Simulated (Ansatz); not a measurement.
# CH5BFNSi: one species, many methods

One table from this session's results is given with a row withheld; the runs are named, their logs left out.

The runs use Ansatz 0.2.0, Gaussian basis; functionals in def2-TZVPP, the program's frozen cores in correlated methods.

Plan: PBE-D4, r2SCAN-D4, PBE0-D4, B3LYP-D4, ωB97X-V, ωB97M-V, B2PLYP; CCSD(T)/def2-TZVPP; MP2/def2-QZVPP; extrapolation to the limit.

### The geometry

All runs share one geometry, relaxed beforehand with PBE0-D4 in a triple-zeta def2 set.

SMILES `BN1[SiH2]C1F`, 10 atoms, charge 0, spin multiplicity 1.

Atoms are counted from 1 here; the program's logs count them from 0.

Bond lengths: B1–N2 1.397 Å, B1–H6 1.197 Å, B1–H7 1.197 Å, N2–Si3 1.724 Å, N2–C4 1.446 Å, Si3–C4 1.853 Å, Si3–H8 1.479 Å, Si3–H9 1.477 Å, C4–F5 1.370 Å, C4–H10 1.089 Å. Angles: N2–B1–H6 118.7°, N2–B1–H7 119.2°, H6–B1–H7 122.1°, B1–N2–Si3 156.2°, B1–N2–C4 132.9°, Si3–N2–C4 70.9°, N2–Si3–C4 47.5°, N2–Si3–H8 118.0°, N2–Si3–H9 117.7°, C4–Si3–H8 122.9°, C4–Si3–H9 119.5°, H8–Si3–H9 114.3°, N2–C4–Si3 61.6°, N2–C4–F5 114.3°, N2–C4–H10 116.1°, Si3–C4–F5 120.1°, Si3–C4–H10 126.2°, F5–C4–H10 109.3°.

The first run:

Contents of in.yaml:

```yaml
crystal:
  periodic: [false, false, false]
  atoms:
    - {symbol: B, position_ang: [0.222712, 1.529927, 0.769941]}
    - {symbol: N, position_ang: [0.048230, 0.250068, 0.237336]}
    - {symbol: Si, position_ang: [-0.095794, -1.467696, 0.274201]}
    - {symbol: C, position_ang: [-0.219752, -0.230867, -1.100160]}
    - {symbol: F, position_ang: [0.820969, -0.070152, -1.976334]}
    - {symbol: H, position_ang: [0.423625, 1.641553, 1.944343]}
    - {symbol: H, position_ang: [0.160303, 2.478865, 0.042423]}
    - {symbol: H, position_ang: [-1.280708, -2.051344, 0.940401]}
    - {symbol: H, position_ang: [1.141854, -2.257446, 0.433571]}
    - {symbol: H, position_ang: [-1.138337, 0.125893, -1.562823]}
basis:
  gaussian: {orbitals: def2-TZVPP}
hamiltonian: {xc: pbe, dispersion: d4}
output: {forces: true, orbitals: {seedname: orbitals}}
```

Run with:

```bash
ansatz run in.yaml --threads 4 --pin off --events-out ev --progress --plain --max-ram 10444MiB
```

Steps of the session up to this table: PBE-D4 (GGA); r2SCAN-D4 (meta-GGA); PBE0-D4 (hybrid); B3LYP-D4 (hybrid); ωB97X-V (range-separated); ωB97M-V (range-separated); B2PLYP (double hybrid); CCSD(T) in def2-TZVPP; MP2 in def2-QZVPP.

One of the session's tables, all rows but one given; the rest of the session is left out.

| method | atomisation energy (kJ/mol) |
| --- | --- |
| PBE-D4 | 3682.3 |
| r2SCAN-D4 | 3604.8 |
| PBE0-D4 | 3602.2 |
| B3LYP-D4 | 3604.5 |
| ωB97X-V | 3616.4 |
| ωB97M-V | 3612.8 |
| B2PLYP | 3558.2 |
| HF/def2-TZVPP | 2562.6 |
| MP2/def2-TZVPP | 3548.1 |
| CCSD/def2-TZVPP | 3413.4 |
| CCSD(T)/def2-TZVPP | 3472.6 |
| MP2/CBS | ? |
| CCSD(T)/CBS | 3574.9 |

Estimate the missing values for MP2/CBS.

**Answer.** atomisation energy (kJ/mol): 3650.5. In the column «atomisation energy (kJ/mol)» it lies between ωB97X-V (3616.4) and PBE-D4 (3682.3).
